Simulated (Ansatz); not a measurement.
Working through cell relaxations under several functionals of CaIrN₂, space group R-3m

Program: Ansatz's Python interface.

Run as a notebook:

In [1]:
```python
import ansatz as az
import numpy as np
```

In [2]:
```python
def edges_and_angles(cell):
    cell = np.asarray(cell)
    a, b, c = np.linalg.norm(cell, axis=1)
    cosines = cell[1] @ cell[2] / (b * c), cell[0] @ cell[2] / (a * c), cell[0] @ cell[1] / (a * b)
    return (a, b, c, *np.degrees(np.arccos(cosines)))
```

In [3]:
```python
system = (
    az.Lattice.from_parameters(3.2977, 3.2977, 15.02820067, alpha=90, beta=90, gamma=120)
    .space_group(166)
    .atom('Ca', [0.0, 0.0, 0.0])
    .atom('Ir', [2 / 3, 1 / 3, 5 / 6])
    .atom('N', [0.0, 0.0, 0.769119])
    .primitive()
)

setup = (
    system.calculation()
    .accuracy('low')
    .scf(extra_bands=16)
    .kpoints(10, 10, 10, center='monkhorst-pack')
    .basis(630)
    .mixing('broyden', preconditioner='local_kerker')
    .occupations('fermi_dirac')
    .relax(cell=True, force_tolerance=0.1, density_extrapolation='transplant')
)
```

In [4]:
```python
levels = [('lda', 'none'), ('pbe', 'd4'), ('r2scan', 'rvv10')]
print('level            a       b       c    alpha   beta  gamma  V/atom  steps')
for name, dispersion in levels:
    seen = []
    run = setup.functional(name, dispersion=dispersion).session().plan()
    res = run.execute(on_event=lambda e: seen.append(e) if e['event'] == 'relax_step' else None)
    cell = res.lattice.cell_ang
    label = name if dispersion == 'none' else f'{name}+{dispersion}'
    print('{:13s} {:7.4f} {:7.4f} {:7.4f} {:6.2f} {:6.2f} {:6.2f}'.format(label, *edges_and_angles(cell)), f'{abs(np.linalg.det(cell)) / len(res.lattice.sites):7.3f} {len(seen):5d}')
```
```text
level            a       b       c    alpha   beta  gamma  V/atom  steps
lda            5.2294  5.2294  5.2294  35.95  35.95  35.95  11.021     6
pbe+d4         5.2994  5.2994  5.2994  35.87  35.87  35.87  11.420     6
r2scan+rvv10   5.3201  5.3201  5.3201  35.62  35.62  35.62  11.412     5
```

From smallest to largest: LDA (11.02 Å³ an atom, -6.6 % against the start), r2SCAN+RVV10 (11.41 Å³ an atom, -3.2 % against the start) and PBE+D4 (11.42 Å³ an atom, -3.2 % against the start). The spread is 3.6 % in volume.

Caveats:
- The settings weren't tested for convergence.
- Spin is left out of this run.
- Dispersion corrections can be off by several per cent in the lattices of metals, and by several GPa in the pressure at a fixed cell.
- For a metal this k-point mesh is coarse: on a finer one energies can move by several to tens of meV an atom and pressures by half a GPa or more, differences at one mesh by less.
- Edges and angles are those of the cell as typed, here a primitive one, not of the conventional cell.
- Spin-orbit coupling, which matters for elements this heavy, is left out.
- This cell is a computed structure, which may not be the phase found in nature.
- The whole script took 4.1 min on 1 thread of Arm Neoverse V1 (shared host), peak memory 0.74 GiB.
